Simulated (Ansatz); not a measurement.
# CCSD/6-31G(d) (spherical functions) run of CH7GaSi (SMILES [CH3][GaH][SiH3])

Aim: the energy change on altering one bond length of CH7GaSi at CCSD/6-31G* (spherical functions), from 2 runs. 

Program for the calculation: Ansatz 0.2.0.

71 further runs of the same task are left out: 71 set aside as unsound or not needed.

**1. The structure to begin with**

CH7GaSi: 10 atoms, total charge 0, spin state singlet. As SMILES, `[CH3][GaH][SiH3]`. Geometry: relaxed at PBE0-D4/def2-TZVP.

Bond lengths: C1–Ga2 1.971 Å, Ga2–Si3 2.419 Å, C1–H4 1.090 Å, C1–H5 1.094 Å, C1–H6 1.093 Å, Ga2–H7 1.578 Å, Si3–H8 1.492 Å, Si3–H9 1.489 Å, Si3–H10 1.492 Å. Some angles: C1–Ga2–Si3 120.8°, C1–Ga2–H7 118.1°, Si3–Ga2–H7 121.0°, Ga2–C1–H4 113.1°, Ga2–C1–H5 109.2°, Ga2–C1–H6 110.1°, Ga2–Si3–H8 110.2°, Ga2–Si3–H9 114.2°, Ga2–Si3–H10 110.2°, H4–C1–H5 108.5°.

**2. The energy at CCSD/6-31G(d) (spherical functions)**

Input file run.yaml:

```yaml
crystal:
  periodic: [false, false, false]
  atoms:
    - {symbol: C, position_ang: [-1.123300, 1.394100, -0.619200]}
    - {symbol: Ga, position_ang: [0.561500, 0.659300, 0.093300]}
    - {symbol: Si, position_ang: [0.786700, -1.705300, 0.550700]}
    - {symbol: H, position_ang: [-1.924300, 0.656600, -0.670400]}
    - {symbol: H, position_ang: [-0.947000, 1.785400, -1.626000]}
    - {symbol: H, position_ang: [-1.454200, 2.236500, -0.005700]}
    - {symbol: H, position_ang: [1.759600, 1.654600, 0.346000]}
    - {symbol: H, position_ang: [0.531000, -2.496200, -0.688800]}
    - {symbol: H, position_ang: [2.125000, -2.100900, 1.069700]}
    - {symbol: H, position_ang: [-0.231700, -2.135100, 1.553300]}
basis:
  gaussian:
    orbitals: 6-31G_st_-spherical.json
accuracy: high
correlation:
  method: ccsd
  frozen_orbitals: {C: 1, Ga: 9, H: 0, Si: 5}
scf:
  omitted_lower_state_checks: [cluster_reference, increment]
```

The basis set 6-31G* is read from a file made from the Basis Set Exchange's data (not shown).

Command:

```sh
$ ansatz run run.yaml --threads 1 --pin off --max-ram 3480MiB --events-out events.jsonl --progress --plain --runs-dir runs
```

What it wrote, cut to the lines that bear on the results:

```text
Warning: RAYON_NUM_THREADS=1 ignored (pool sized by the plan → 1); use --threads N
Functional definition: HF
  name "HF"
[...]
1761 factors; integrals over basis functions are off by at most 7.4e-9 eV
[...]
mean field -61329.06799539 eV, -2253.8016784953 hartree, gradient 2.8e-8 eV, S^2 0.000000; 0 other end points of the search recorded, 0 dependent functions left out
15 core orbitals not correlated: weight in the atoms' cores, before any rotation towards them, 1.000 or more for the frozen orbitals, at most 0.000 for the correlated occupied ones
reference -61329.06799539 eV, -2253.8016784953 hartree; 14, 14 occupied and 49, 49 virtual orbitals, 1761 factors
second order -12.24007422 eV of doubles, -0.00000000 eV of singles
cycle   1  -12.41337725 eV  change   -1.7e-1 eV  update   1.0e-1
[...]
cycle  20  -13.03384133 eV  change   7.0e-10 eV  update   1.3e-9
Total energy: -61342.10183672 eV, -2254.2806633296 hartree
Checks for a lower state left out: cluster_reference, increment
```

Wall time 11 s (1 thread of Arm Neoverse V1, shared host); peak memory 0.34 GiB.

**3. The distorted shape at the same level**

Input file molecule.yaml:

```yaml
crystal:
  periodic: [false, false, false]
  atoms:
    - {symbol: C, position_ang: [-1.024034, 1.141391, -0.803242]}
    - {symbol: Ga, position_ang: [0.660766, 0.406591, -0.090742]}
    - {symbol: Si, position_ang: [0.885966, -1.958009, 0.366658]}
    - {symbol: H, position_ang: [-1.825034, 0.403891, -0.854442]}
    - {symbol: H, position_ang: [-0.847734, 1.532691, -1.810042]}
    - {symbol: H, position_ang: [-1.454200, 2.236500, -0.005700]}
    - {symbol: H, position_ang: [1.858866, 1.401891, 0.161958]}
    - {symbol: H, position_ang: [0.630266, -2.748909, -0.872842]}
    - {symbol: H, position_ang: [2.224266, -2.353609, 0.885658]}
    - {symbol: H, position_ang: [-0.132434, -2.387809, 1.369258]}
basis:
  gaussian: {orbitals: 6-31G_st_-spherical.json}
correlation: {method: ccsd, frozen_orbitals: {C: 1, Ga: 9, H: 0, Si: 5}}
accuracy: high
scf: {omitted_lower_state_checks: [cluster_reference, increment]}
```

The basis set 6-31G* is read from a file made from the Basis Set Exchange's data (not shown).

Command:

```sh
$ ansatz run molecule.yaml --threads 1 --pin off --max-ram 3480MiB --events-out events.jsonl --progress --plain --runs-dir runs
```

What it wrote, cut to the lines that bear on the results:

```text
Warning: RAYON_NUM_THREADS=1 ignored (pool sized by the plan → 1); use --threads N
[... 2 set-up lines as earlier in the session ...]
[...]
1764 factors; integrals over basis functions are off by at most 8.5e-9 eV
[...]
mean field -61327.94233606 eV, -2253.7603112780 hartree, gradient 8.5e-8 eV, S^2 0.000000; 0 other end points of the search recorded, 0 dependent functions left out
15 core orbitals not correlated: weight in the atoms' cores, before any rotation towards them, 1.000 or more for the frozen orbitals, at most 0.000 for the correlated occupied ones
reference -61327.94233606 eV, -2253.7603112780 hartree; 14, 14 occupied and 49, 49 virtual orbitals, 1764 factors
second order -12.32802670 eV of doubles, -0.00000000 eV of singles
cycle   1  -12.51253892 eV  change   -1.8e-1 eV  update   1.1e-1
[...]
cycle  21  -13.18687319 eV  change   4.4e-10 eV  update   1.3e-9
Total energy: -61341.12920925 eV, -2254.2449199292 hartree
Checks for a lower state left out: cluster_reference, increment
```

Run time: 11 s. Hardware: 1 thread of Arm Neoverse V1, shared host; peak memory 0.34 GiB.

**4. Results**

Level: CCSD/6-31G* (spherical functions), 15 core orbitals frozen.

```
                                                         quantity           value
                                        first shape: total energy  -2254.28066 Eh
        first shape: correlation energy (15 core orbitals frozen)      -479.0 mEh
                                       first shape: T1 diagnostic           0.013
                                    distorted shape: total energy  -2254.24492 Eh
    distorted shape: correlation energy (15 core orbitals frozen)      -484.6 mEh
                                   distorted shape: T1 diagnostic           0.013
energy change with the C1–H6 bond stretched from 1.093 to 1.421 Å        0.973 eV
```

What this shows: With the C1–H6 bond stretched from 1.093 to 1.421 Å the energy rises by 0.97 eV (93.8 kJ/mol). The first shape isn't relaxed at this level, so the change isn't measured from a minimum.
